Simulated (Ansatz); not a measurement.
# C3H11SbSi: the cost of one run

The runs use Ansatz 0.2.0, Gaussian basis; r2SCAN/def2-SVP with rVV10 dispersion.

1 further run of the same task is left out (for a known fault of the program). Runs told in other sessions of the task aren't counted.

## (1) Structure used throughout

The structure was relaxed beforehand with PBE0-D4 in a triple-zeta def2 set. Sb takes the def2 core potential; no spin-orbit term is included.

SMILES `C[CH2][Sb]([CH3])[SiH3]`, 16 atoms, charge 0, spin multiplicity 1.

Atoms are counted from 1 here; the program's logs count them from 0.

Bond lengths: C1–C2 1.518 Å, C1–H6 1.094 Å, C1–H7 1.093 Å, C1–H8 1.093 Å, C2–Sb3 2.178 Å, C2–H9 1.092 Å, C2–H10 1.093 Å, Sb3–C4 2.166 Å, Sb3–Si5 2.569 Å, C4–H11 1.090 Å, C4–H12 1.090 Å, C4–H13 1.090 Å, Si5–H14 1.492 Å, Si5–H15 1.489 Å, Si5–H16 1.489 Å. Angles: C2–C1–H6 111.3°, C2–C1–H7 111.7°, C2–C1–H8 111.7°, H6–C1–H7 107.3°, H6–C1–H8 107.4°, H7–C1–H8 107.3°, C1–C2–Sb3 112.9°, C1–C2–H9 111.6°, C1–C2–H10 111.1°, Sb3–C2–H9 107.6°, Sb3–C2–H10 105.8°, H9–C2–H10 107.5°, C2–Sb3–C4 95.0°, C2–Sb3–Si5 93.2°, C4–Sb3–Si5 93.0°, Sb3–C4–H11 109.5°, Sb3–C4–H12 108.6°, Sb3–C4–H13 110.7° and more.

## (2) Dynamics

Contents of in.yaml:

```yaml
crystal:
  periodic: [false, false, false]
  atoms:
    - {symbol: C, position_ang: [0.651538, 1.162002, -1.966936]}
    - {symbol: C, position_ang: [0.723521, -0.131117, -1.175543]}
    - {symbol: Sb, position_ang: [-1.171289, -0.660080, -0.241599]}
    - {symbol: C, position_ang: [-0.330417, -2.193445, 1.037148]}
    - {symbol: Si, position_ang: [-0.953469, 1.153706, 1.565273]}
    - {symbol: H, position_ang: [1.604712, 1.380975, -2.457596]}
    - {symbol: H, position_ang: [0.412424, 2.015258, -1.326446]}
    - {symbol: H, position_ang: [-0.113622, 1.116364, -2.746465]}
    - {symbol: H, position_ang: [1.476565, -0.078236, -0.386300]}
    - {symbol: H, position_ang: [0.982723, -0.973559, -1.821879]}
    - {symbol: H, position_ang: [-1.050741, -2.456867, 1.811642]}
    - {symbol: H, position_ang: [-0.124953, -3.077084, 0.432324]}
    - {symbol: H, position_ang: [0.592914, -1.846029, 1.500467]}
    - {symbol: H, position_ang: [0.437109, 1.186390, 2.104346]}
    - {symbol: H, position_ang: [-1.886009, 0.876111, 2.692475]}
    - {symbol: H, position_ang: [-1.273907, 2.503009, 1.023388]}
basis:
  gaussian: {orbitals: def2-SVP}
hamiltonian: {xc: {name: r2SCAN}, dispersion: rvv10}
md: {timestep: 0.5 fs, n_steps: 20, ensemble: nve, temperature: 500, initial_velocities: maxwell_boltzmann, seed: 339}
```

The run is started by

```
$ ansatz run in.yaml --threads 4 --pin off --events-out ev --progress --plain --max-ram 11315MiB
```

Q: Estimate wall time and peak memory on 4 threads of Arm Neoverse V1, shared host.

About 2.6 min, with a peak of 0.25 GiB.
